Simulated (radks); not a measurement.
# The Coulomb parameter U of the 4d shell of Mo

One table from this session's results is given with a row withheld; the runs are named, their logs left out.

Method: scalar-relativistic Kohn-Sham, r2SCAN, spin-unpolarised, spherical densities, finite nucleus. Code: radks (a radial shooting solver on a logarithmic mesh, Libxc functionals) version 1.

### The atom as given

```
element            : molybdenum (Z = 42)
charge             : 0
electrons          : 42
configuration      : [Kr] 4d4.5 5s1.5
nuclear rms radius : 4.4091 fm
```

The first run:

Settings of this run:

```text
Z 42
configuration [Kr] 4d4.5 5s1.5
relativity scalar-relativistic
functional r2scan,r2scan
spin unpolarised
nucleus finite rms 4.4091 fm
c 137.035999084
```

Among the steps run: Start: [Kr] 4d4.5 5s1.5.

One of the session's tables, all rows but one given; the rest of the session is left out.

From the orbitals of this run (lengths in bohr):

| level | <r> | outermost maximum (interpolated) | 90 % within | nodes |
| --- | --- | --- | --- | --- |
| 2p | 0.1340 | 0.104 | 0.218 | 0 |
| 3s | 0.4278 | 0.383 | 0.632 | 2 |
| 3p | 0.4299 | 0.377 | 0.649 | 1 |
| 3d | 0.4153 | 0.324 | 0.663 | 0 |
| 4s | 1.110 | 0.990 | 1.62 | 3 |
| 4p | ? | ? | ? | ? |
| 4d | 1.924 | 1.37 | 3.18 | 1 |
| 5s | 3.516 | 2.94 | 5.26 | 4 |

Estimate the missing values for 4p.

As computed: <r>: 1.236; outermost maximum (interpolated): 1.07; 90 % within: 1.84; nodes: 2. In the column «<r>» it lies between 4s (1.110) and 4d (1.924).
